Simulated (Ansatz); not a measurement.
# C19H14N2Se4: geometry, orbitals and charge

Aim: characterise C19H14N2Se4 as a singlet: its structure, frontier levels and distribution of charge.

The runs use Ansatz 0.2.0, Gaussian basis; RKS PBE0-D4/def2-TZVP.

Plan: relaxation at r2SCAN-D4/def2-SVP; a single point at PBE0-D4/def2-TZVP.

1 further run of the same task is left out (set aside as unsound or not needed).

### Step 1. Where the work starts

SMILES `CN(C)c1ccc(-c2ccc(-c3ccc(-c4ccc(C#N)[se]4)[se]3)[se]2)[se]1`, 39 atoms, charge 0, spin multiplicity 1.

Atoms are counted from 1 here; the program's logs count them from 0.

Bond lengths: C1–N2 1.436 Å, C1–H26 1.098 Å, C1–H27 1.087 Å, C1–H28 1.098 Å, N2–C3 1.440 Å, N2–C4 1.355 Å, C3–H29 1.093 Å, C3–H30 1.094 Å, C3–H31 1.087 Å, C4–C5 1.379 Å, C4–Se25 1.888 Å, C5–C6 1.401 Å, C5–H32 1.075 Å, C6–C7 1.375 Å, C6–H33 1.077 Å, C7–C8 1.419 Å, C7–Se25 1.891 Å, C8–C9 1.381 Å and more. Angles: N2–C1–H26 110.9°, N2–C1–H27 110.4°, N2–C1–H28 110.2°, H26–C1–H27 108.8°, H26–C1–H28 107.7°, H27–C1–H28 108.7°, C1–N2–C3 121.3°, C1–N2–C4 118.8°, C3–N2–C4 119.6°, N2–C3–H29 110.4°, N2–C3–H30 111.1°, N2–C3–H31 109.6°, H29–C3–H30 108.4°, H29–C3–H31 108.5°, H30–C3–H31 108.7°, N2–C4–C5 127.7°, N2–C4–Se25 121.4°, C5–C4–Se25 110.9° and more.

Geometry (Å):

```xyz
39
C19H14N2Se4
C    -6.73552    0.79949    1.98560
N    -6.72217    0.35637    0.61980
C    -7.94464    0.06299   -0.08331
C    -5.53059    0.10139    0.02699
C    -5.30867   -0.37648   -1.24710
C    -3.96155   -0.53042   -1.59948
C    -3.03214   -0.19258   -0.64363
C    -1.61667   -0.24484   -0.73349
C    -0.85290   -0.64892   -1.81028
C     0.52976   -0.59973   -1.62164
C     0.96050   -0.15507   -0.39099
C     2.29823   -0.01050    0.05042
C     2.72694    0.43275    1.28304
C     4.11035    0.48050    1.46438
C     4.87150    0.07909    0.38999
C     6.28759    0.03217    0.30903
C     7.03871   -0.37168   -0.77506
C     8.42496   -0.31927   -0.60764
C     8.84541    0.12631    0.62431
C    10.16437    0.26025    1.04821
N    11.25564    0.36486    1.39549
Se    7.39322    0.54761    1.74622
Se    3.76588   -0.43009   -1.05564
Se   -0.51877    0.26651    0.70783
Se   -3.89953    0.40303    0.92808
H    -6.25843    0.06011    2.64305
H    -7.75667    0.95976    2.32100
H    -6.18039    1.74152    2.08320
H    -8.00160    0.64340   -1.00815
H    -8.00798   -0.99972   -0.33689
H    -8.79578    0.32279    0.54059
H    -6.10294   -0.61681   -1.93113
H    -3.67035   -0.89694   -2.56953
H    -1.29552   -0.97891   -2.73435
H     1.23725   -0.89050   -2.38653
H     2.02021    0.72091    2.04851
H     4.57137    0.80959    2.38510
H     6.56773   -0.70661   -1.68826
H     9.12320   -0.60234   -1.37773
```

The start is a GFN2-xTB geometry.

### Step 2. Relaxation at r2SCAN-D4/def2-SVP

Input file in.yaml:

```yaml
crystal:
  periodic: [false, false, false]
  atoms:
    - {symbol: C, position_ang: [-6.735520, 0.799490, 1.985600]}
    - {symbol: N, position_ang: [-6.722170, 0.356370, 0.619800]}
    - {symbol: C, position_ang: [-7.944640, 0.062990, -0.083310]}
    - {symbol: C, position_ang: [-5.530590, 0.101390, 0.026990]}
    - {symbol: C, position_ang: [-5.308670, -0.376480, -1.247100]}
    - {symbol: C, position_ang: [-3.961550, -0.530420, -1.599480]}
    - {symbol: C, position_ang: [-3.032140, -0.192580, -0.643630]}
    - {symbol: C, position_ang: [-1.616670, -0.244840, -0.733490]}
    - {symbol: C, position_ang: [-0.852900, -0.648920, -1.810280]}
    - {symbol: C, position_ang: [0.529760, -0.599730, -1.621640]}
    - {symbol: C, position_ang: [0.960500, -0.155070, -0.390990]}
    - {symbol: C, position_ang: [2.298230, -0.010500, 0.050420]}
    - {symbol: C, position_ang: [2.726940, 0.432750, 1.283040]}
    - {symbol: C, position_ang: [4.110350, 0.480500, 1.464380]}
    - {symbol: C, position_ang: [4.871500, 0.079090, 0.389990]}
    - {symbol: C, position_ang: [6.287590, 0.032170, 0.309030]}
    - {symbol: C, position_ang: [7.038710, -0.371680, -0.775060]}
    - {symbol: C, position_ang: [8.424960, -0.319270, -0.607640]}
    - {symbol: C, position_ang: [8.845410, 0.126310, 0.624310]}
    - {symbol: C, position_ang: [10.164370, 0.260250, 1.048210]}
    - {symbol: N, position_ang: [11.255640, 0.364860, 1.395490]}
    - {symbol: Se, position_ang: [7.393220, 0.547610, 1.746220]}
    - {symbol: Se, position_ang: [3.765880, -0.430090, -1.055640]}
    - {symbol: Se, position_ang: [-0.518770, 0.266510, 0.707830]}
    - {symbol: Se, position_ang: [-3.899530, 0.403030, 0.928080]}
    - {symbol: H, position_ang: [-6.258430, 0.060110, 2.643050]}
    - {symbol: H, position_ang: [-7.756670, 0.959760, 2.321000]}
    - {symbol: H, position_ang: [-6.180390, 1.741520, 2.083200]}
    - {symbol: H, position_ang: [-8.001600, 0.643400, -1.008150]}
    - {symbol: H, position_ang: [-8.007980, -0.999720, -0.336890]}
    - {symbol: H, position_ang: [-8.795780, 0.322790, 0.540590]}
    - {symbol: H, position_ang: [-6.102940, -0.616810, -1.931130]}
    - {symbol: H, position_ang: [-3.670350, -0.896940, -2.569530]}
    - {symbol: H, position_ang: [-1.295520, -0.978910, -2.734350]}
    - {symbol: H, position_ang: [1.237250, -0.890500, -2.386530]}
    - {symbol: H, position_ang: [2.020210, 0.720910, 2.048510]}
    - {symbol: H, position_ang: [4.571370, 0.809590, 2.385100]}
    - {symbol: H, position_ang: [6.567730, -0.706610, -1.688260]}
    - {symbol: H, position_ang: [9.123200, -0.602340, -1.377730]}
basis:
  gaussian: {orbitals: def2-SVP, fitting: {mean_field: def2-universal-jkfit}}
hamiltonian: {xc: r2scan, dispersion: d4}
scf: {lower_state_search: "off"}
output: {orbitals: {seedname: orbitals}}
relax: {f_tol: 0.03, max_steps: 70}
```

Command:

```sh
ansatz run in.yaml --threads 2 --pin off --events-out ev --progress --plain --max-ram 32768MiB --backend cuda --devices 0, --max-vram 18GiB
```

Further steps of the session: Single point, PBE0-D4/def2-TZVP.

**Question.** What will the summary of the whole plan be? Wanted: point group; commonest bond, hydrogen aside; HOMO, LUMO at PBE0-D4/def2-TZVP; dipole at r2SCAN-D4/def2-SVP.

**Answer**, as computed:

| quantity | value |
| --- | --- |
| point group | C1 |
| commonest bond, hydrogen aside | C–C, 16 of mean length 1.404 Å |
| HOMO, LUMO at PBE0-D4/def2-TZVP | -5.08, -2.57 eV |
| dipole at r2SCAN-D4/def2-SVP | 13.50 D |

In words: The molecule keeps its bonding pattern by the stored test; the atoms moved 0.12 Å (rms). No usable vibrations, so a minimum isn't proven. The point group is read from a loosely relaxed geometry; soft torsions can leave it below the true symmetry.
